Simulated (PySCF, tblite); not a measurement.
**CH₁₀SSi₄: geometry, infrared bands and NMR shifts**

Wanted: the infrared bands and NMR shifts of CH₁₀SSi₄ (`[SiH3][Si]1([SiH3])[SiH2]CS1`), by calculation.

Computed with tblite 0.8.0 and PySCF 2.14.0, with density-fitted response routines of our own, on a single molecule in the gas phase. Atoms count from 0, in the outputs and in this text.

## (1) The molecule as given

16 atoms, charge 0, multiplicity 1; geometry from: force field or distance geometry start.

Bonds of the start (Å): Si0–Si1 2.22, Si1–Si2 2.24, Si1–Si3 2.20, Si3–C4 1.92, C4–S5 1.85, S5–Si1 2.15, Si0–H6 1.49, Si0–H7 1.49, Si0–H8 1.48, Si2–H9 1.48, Si2–H10 1.49, Si2–H11 1.48, Si3–H12 1.48, Si3–H13 1.50, C4–H14 1.10, C4–H15 1.09.

## (2) Geometry optimisation with GFN2-xTB

What the job is given:

```
{"job": {"kind": "relax", "xc": "GFN2-xTB", "basis": "xTB"}, "charge": 0, "multiplicity": 1}
Si    -0.651000     2.068500    -0.568100
Si     0.330200     0.241700     0.230800
Si     2.539100     0.192600    -0.166600
Si    -0.702500    -1.626500    -0.308200
C     -1.686400    -1.268700     1.298300
S     -0.302900    -0.412900     2.181100
H     -0.430600     2.183800    -2.034900
H     -2.122500     2.023700    -0.343000
H     -0.128700     3.302300     0.071800
H      3.216200     1.354500     0.456200
H      2.773700     0.258000    -1.635700
H      3.160900    -1.052300     0.335200
H     -1.535400    -1.593900    -1.525600
H      0.123500    -2.874600    -0.221000
H     -2.559500    -0.614100     1.127200
H     -2.031500    -2.173300     1.809200
```

Launch:

```
$ OMP_NUM_THREADS=1 python probes_run.py task.json out
```

The driver reads the jobs from task.json and runs them one after another.

**Question.** This job is followed by: GFN2-xTB harmonic vibrations, gas phase; GIAO PBE0/pcSseg-1 NMR shielding, non-relativistic, gas phase. What will the session give for the following? strongest single infrared mode (GFN2-xTB); zero-point energy (GFN2-xTB); 13C shifts against TMS (PBE0/pcSseg-1); 1H shifts against TMS (PBE0/pcSseg-1, means over atoms taken as alike); 29Si shifts against TMS (PBE0/pcSseg-1, means over atoms taken as alike); 33S shifts against CS2 (PBE0/pcSseg-1).

The runs gave:

| quantity | value |
| --- | --- |
| strongest single infrared mode (GFN2-xTB) | 740 cm⁻¹, 1126 km/mol |
| zero-point energy (GFN2-xTB) | 58.1 kcal/mol |
| 13C shifts against TMS (PBE0/pcSseg-1) | 14.5 ppm |
| 1H shifts against TMS (PBE0/pcSseg-1, means over atoms taken as alike) | 5.12, 3.78, 2.69 ppm |
| 29Si shifts against TMS (PBE0/pcSseg-1, means over atoms taken as alike) | -19.1, -39.3, -105.9 ppm |
| 33S shifts against CS2 (PBE0/pcSseg-1) | -164 ppm |

What this shows: Relaxing lowered the energy by 0.727 eV in 99 steps; the close pair that moved most is Si1–Si3, from 2.202 to 2.358 Å. No mode is imaginary among the 42: a minimum at this level. The strongest single mode, at 740 cm⁻¹, has its largest shares on H9, H8, H10 and H6 (the list is cut at 4 atoms). GFN2-xTB is a fitted tight-binding method: band positions and strengths are rough. Its intensities can rank the bands wrongly. At PBE0/pcSseg-1: Shielding is most anisotropic at S5 (span 536 ppm, paramagnetic term -391 ppm).
